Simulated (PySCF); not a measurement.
# Br3P: the cost of one run

Computed with PySCF 2.14.0, with density-fitted response routines of our own, on a single molecule in the gas phase. Atoms are numbered from 0 throughout.

### Step 1. The starting structure

4 atoms, charge 0, multiplicity 1; geometry from: GFN2-xTB.

Bonds of the start (Å): Br0–P1 2.22, P1–Br2 2.22, P1–Br3 2.22.

### Step 2. Relaxing the molecule at PBE0-D3(BJ)/def2-SVP

The job: settings as JSON, then the geometry in Å.

```
{"job": {"xc": "PBE0", "basis": "def2-SVP", "d3": "d3bj", "grid": 1, "kind": "geom"}, "charge": 0, "multiplicity": 1}
Br     1.973010    -0.142610    -0.137570
P      0.012080     0.010610     0.896630
Br    -0.869010     1.777830    -0.127180
Br    -1.110590    -1.640660    -0.082780
```

**Question.** How long does this first job take on 4 threads of Intel Xeon at 2.50GHz (Skylake/Cascade Lake), shared host?

About 25 s.
